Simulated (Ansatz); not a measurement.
**CH₄BOS radical: one species, many methods**

The task here is to estimate one member of a computed series from the others.

The runs use Ansatz 0.2.0, Gaussian basis; functionals in def2-TZVPP, the program's frozen cores in correlated methods.

Plan: PBE-D4, r2SCAN-D4, PBE0-D4, B3LYP-D4, ωB97X-V, ωB97M-V, B2PLYP; CCSD(T)/def2-TZVPP; CCSD(T)/def2-QZVPP; extrapolation to the limit.

### The geometry

The geometry comes from an earlier relaxation with PBE0-D4 in a triple-zeta def2 set; it is a stationary point, not always the lowest conformer.

SMILES `CO[B]S`, 8 atoms, charge 0, spin multiplicity 2.

Atoms are counted from 1 here; the program's logs count them from 0.

Bond lengths: C1–O2 1.418 Å, C1–H5 1.091 Å, C1–H6 1.091 Å, C1–H7 1.092 Å, O2–B3 1.329 Å, B3–S4 1.798 Å, S4–H8 1.341 Å. Angles: O2–C1–H5 108.5°, O2–C1–H6 108.6°, O2–C1–H7 111.1°, H5–C1–H6 109.2°, H5–C1–H7 109.7°, H6–C1–H7 109.7°, C1–O2–B3 123.3°, O2–B3–S4 122.3°, B3–S4–H8 95.3°.

The first run:

Contents of in.yaml:

```yaml
crystal:
  periodic: [false, false, false]
  atoms:
    - {symbol: C, position_ang: [-0.786051, 0.458947, 1.106669]}
    - {symbol: O, position_ang: [0.148610, -0.362692, 0.426856]}
    - {symbol: B, position_ang: [0.472897, -0.195995, -0.850969]}
    - {symbol: S, position_ang: [1.660862, -1.256096, -1.686292]}
    - {symbol: H, position_ang: [-0.285071, 0.923997, 1.956910]}
    - {symbol: H, position_ang: [-1.600557, -0.169057, 1.470552]}
    - {symbol: H, position_ang: [-1.183814, 1.231740, 0.445506]}
    - {symbol: H, position_ang: [1.573124, -0.630844, -2.869234]}
basis:
  gaussian: {orbitals: def2-TZVPP}
magnetization: {spin_polarized: true, initial_magnetization: 1}
hamiltonian: {xc: pbe, dispersion: d4}
output: {forces: true, orbitals: {seedname: orbitals}}
```

The run is started by

```bash
ansatz run in.yaml --threads 2 --pin off --events-out ev --progress --plain --max-ram 22528MiB --backend cpu
```

Among the steps run: PBE-D4 (GGA); r2SCAN-D4 (meta-GGA); PBE0-D4 (hybrid); B3LYP-D4 (hybrid); ωB97X-V (range-separated); ωB97M-V (range-separated); B2PLYP (double hybrid); CCSD(T) in def2-TZVPP; CCSD(T) in def2-QZVPP.

One of the session's tables, all rows but one given; the rest of the session is left out.

```
            method  atomisation energy (eV)
            PBE-D4                   31.160
         r2SCAN-D4                   30.662
           PBE0-D4                   30.495
          B3LYP-D4                        ?
           ωB97X-V                   30.301
           ωB97M-V                   30.359
            B2PLYP                   29.976
     HF/def2-TZVPP                   22.127
    MP2/def2-TZVPP                   30.021
   CCSD/def2-TZVPP                   28.851
CCSD(T)/def2-TZVPP                   29.344
           MP2/CBS                   30.796
       CCSD(T)/CBS                   30.119
```

**Question.** Estimate the row for B3LYP-D4.

As computed: atomisation energy (eV): 30.312. In the column «atomisation energy (eV)» it lies between ωB97X-V (30.301) and ωB97M-V (30.359).
